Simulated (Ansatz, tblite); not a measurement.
**The cluster GaCu₄: a ladder of methods and basis sets**

The task here is to estimate one member of a computed series from the others.

The runs use Ansatz 0.2.0, Gaussian basis; as each input shows.

Plan: GFN1-xTB, GFN2-xTB, PBE-D4/def2-TZVP, r2SCAN-D4/def2-TZVP, B97M-V/def2-TZVP, PBE-D4/def2-SVP, PBE0-D4/def2-SVP, HF/STO-3G, HF/6-31G, B3LYP-D4/6-31G, PBE0-D4/def2-TZVPD, PBE-D4/def2-TZVPD, r2SCAN-D4/def2-TZVPD, MP2/def2-TZVP, RPA/def2-TZVP.

4 further runs of the same task are left out: 2 that didn't finish, 2 set aside as unsound or not needed. Runs told in other sessions of the task aren't counted.

## The geometry

The geometry is that of the doublet, from an earlier relaxation (B3LYP-D4/def2-SVP). At that level it is the lowest of the isomers that a small search found.

5 atoms, charge 0, spin multiplicity 2.

Bond lengths: Ga1–Cu2 2.582 Å, Ga1–Cu3 2.583 Å, Ga1–Cu4 2.485 Å, Ga1–Cu5 2.485 Å, Cu2–Cu3 2.417 Å, Cu2–Cu4 2.411 Å, Cu2–Cu5 2.411 Å, Cu3–Cu4 2.411 Å, Cu3–Cu5 2.411 Å. Angles: Cu2–Ga1–Cu3 55.8°, Cu2–Ga1–Cu4 56.8°, Cu2–Ga1–Cu5 56.8°, Cu3–Ga1–Cu4 56.8°, Cu3–Ga1–Cu5 56.8°, Cu4–Ga1–Cu5 103.4°, Ga1–Cu2–Cu3 62.1°, Ga1–Cu2–Cu4 59.6°, Ga1–Cu2–Cu5 59.6°, Cu3–Cu2–Cu4 59.9°, Cu3–Cu2–Cu5 59.9°, Cu4–Cu2–Cu5 107.9°, Ga1–Cu3–Cu2 62.1°, Ga1–Cu3–Cu4 59.6°, Ga1–Cu3–Cu5 59.6°, Cu2–Cu3–Cu4 59.9°, Cu2–Cu3–Cu5 59.9°, Cu4–Cu3–Cu5 107.9° and more.

No spin-orbit coupling is included.

PBE0-D4/def2-TZVP was run before; its log isn't repeated, and its numbers join the tables.

The first run:

Tight binding, by tblite at 300 K electronic temperature and without a spin-polarisation term:

```python
tblite.interface.Calculator('GFN1-xTB', numbers, positions, charge=0, uhf=1).singlepoint()
```

Tight binding, by tblite at 300 K electronic temperature and without a spin-polarisation term:

```python
tblite.interface.Calculator('GFN2-xTB', numbers, positions, charge=0, uhf=1).singlepoint()
```

start.molden holds the orbitals of an earlier run on this state, given as this run's starting guess.

Contents of in.yaml:

```yaml
crystal:
  periodic: [false, false, false]
  atoms:
    - {symbol: Ga, position_ang: [-0.674889, -1.253910, 0.557194]}
    - {symbol: Cu, position_ang: [0.179312, 1.172207, 0.788433]}
    - {symbol: Cu, position_ang: [0.485848, 0.063999, -1.337188]}
    - {symbol: Cu, position_ang: [-1.727305, 0.675671, -0.601680]}
    - {symbol: Cu, position_ang: [1.737033, -0.657957, 0.593241]}
basis:
  gaussian: {orbitals: def2-TZVP, initial_orbitals: start.molden}
magnetization: {spin_polarized: true, initial_magnetization: 1}
hamiltonian: {xc: pbe, dispersion: d4}
scf: {omitted_lower_state_checks: [starts]}
output: {orbitals: {seedname: orbitals}}
```

Launch:

```
$ ansatz run in.yaml --threads 4 --pin off --events-out ev --progress --plain --max-ram 4787MiB
```

Steps of the session up to this table: PBE-D4/def2-TZVP; r2SCAN-D4/def2-TZVP; B97M-V/def2-TZVP; PBE-D4/def2-SVP; PBE0-D4/def2-SVP; HF/STO-3G; HF/6-31G; B3LYP-D4/6-31G; PBE0-D4/def2-TZVPD; PBE-D4/def2-TZVPD; r2SCAN-D4/def2-TZVPD; MP2/def2-TZVP; RPA/def2-TZVP.

One of the session's tables, all rows but one given; the rest of the session is left out.

It belongs to the step «Binding energy». 

```
               level  binding an atom (eV)
            HF/6-31G                 1.440
        HF/def2-TZVP                     ?
     PBE-D4/def2-SVP                 2.312
    PBE-D4/def2-TZVP                 1.886
   PBE-D4/def2-TZVPD                 1.893
 r2SCAN-D4/def2-TZVP                 1.905
r2SCAN-D4/def2-TZVPD                 1.910
    B97M-V/def2-TZVP                 1.789
      B3LYP-D4/6-31G                 2.473
    PBE0-D4/def2-SVP                 1.918
   PBE0-D4/def2-TZVP                 1.618
  PBE0-D4/def2-TZVPD                 1.623
       RPA/def2-TZVP                 1.404
       MP2/def2-TZVP                 1.642
```

Q: Estimate the row for HF/def2-TZVP from the others.

**Answer.** binding an atom (eV): 0.399. In the column «binding an atom (eV)» it is the lowest.

Caveats from the session: Free atoms were run apart at each level; binding is atoms less cluster, divided by the number of atoms, without zero-point or spin-orbit terms.
